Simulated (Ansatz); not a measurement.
**[ReOF4]-: the relaxed shape and its frontier levels**

What does [ReOF4]- look like as a singlet, and where do its frontier electrons sit?

Method: RKS PBE0-D4/def2-TZVPD; program: Ansatz 0.2.0, Gaussian basis.

Levels to be run: relaxation at PBE0-D4/def2-SVPD; a search for the lowest solution at PBE0-D4/def2-SVP; a single point at PBE0-D4/def2-TZVPD.

### 1 The system as given

6 atoms, charge -1, spin multiplicity 1.

Atoms are counted from 1 here; the program's logs count them from 0.

Bond lengths: Re1–O2 1.656 Å, Re1–F3 1.917 Å, Re1–F4 1.918 Å, Re1–F5 1.917 Å, Re1–F6 1.918 Å. Angles: O2–Re1–F3 113.4°, O2–Re1–F4 112.2°, O2–Re1–F5 113.4°, O2–Re1–F6 112.2°, F3–Re1–F4 81.4°, F3–Re1–F5 133.2°, F3–Re1–F6 81.4°, F4–Re1–F5 81.4°, F4–Re1–F6 135.6°, F5–Re1–F6 81.4°.

As a file:

```xyz
6
F4ORe
Re    0.0005   -0.0009    0.2190
O     0.0042   -0.0074    1.8753
F     1.7584    0.0133   -0.5459
F    -0.0127    1.7775   -0.4981
F    -1.7606   -0.0088   -0.5385
F     0.0102   -1.7738   -0.5119
```

Formally the metal is d2. Re takes a core potential in the def2 sets. No spin-orbit coupling is included. The ion is computed in the gas phase, without counter-ions or solvent.

The start is a GFN2-xTB geometry.

### 2 Optimising with PBE0-D4/def2-SVPD

in.yaml reads:

```yaml
crystal:
  periodic: [false, false, false]
  atoms:
    - {symbol: Re, position_ang: [0.000490, -0.000910, 0.219040]}
    - {symbol: O, position_ang: [0.004160, -0.007370, 1.875340]}
    - {symbol: F, position_ang: [1.758360, 0.013340, -0.545880]}
    - {symbol: F, position_ang: [-0.012670, 1.777520, -0.498150]}
    - {symbol: F, position_ang: [-1.760570, -0.008780, -0.538460]}
    - {symbol: F, position_ang: [0.010230, -1.773800, -0.511890]}
basis:
  gaussian: {orbitals: def2-SVPD}
total_charge: -1
hamiltonian: {xc: pbe0, dispersion: d4}
scf: {lower_state_search: "off"}
output: {orbitals: {seedname: orbitals}}
relax: {f_tol: 0.02, max_steps: 100}
```

Started as:

```console
ansatz run in.yaml --threads 4 --pin off --events-out ev --progress --plain --max-ram 3916MiB
```

The runs that follow: Searching for the lowest solution, PBE0-D4/def2-SVP; Single point, PBE0-D4/def2-TZVPD.

Before running them: what should the planned runs give, taken together? Wanted: point group; near neighbours of the metal; HOMO, LUMO at PBE0-D4/def2-TZVPD; charge on the metal.

The runs gave:

```
                                          quantity                                     value
                                       point group                                       C4v
                      near neighbours of the metal  O 1.67, F 1.93, F 1.93, F 1.93, F 1.93 Å
                  HOMO, LUMO at PBE0-D4/def2-TZVPD                            -0.84, 3.19 eV
charge on the metal (Mulliken, PBE0-D4/def2-TZVPD)                                   +1.80 e
```

What this shows: The molecule keeps its bonding pattern by the stored test; the atoms moved 0.04 Å (rms). The metal has 5 near neighbours by the distance rule, from 1.67 to 1.93 Å. The Mulliken charge of the metal, +1.80 e, depends on the basis and isn't its oxidation state. No usable vibrations, so a minimum isn't proven. Whether this spin is the lowest isn't tested here.
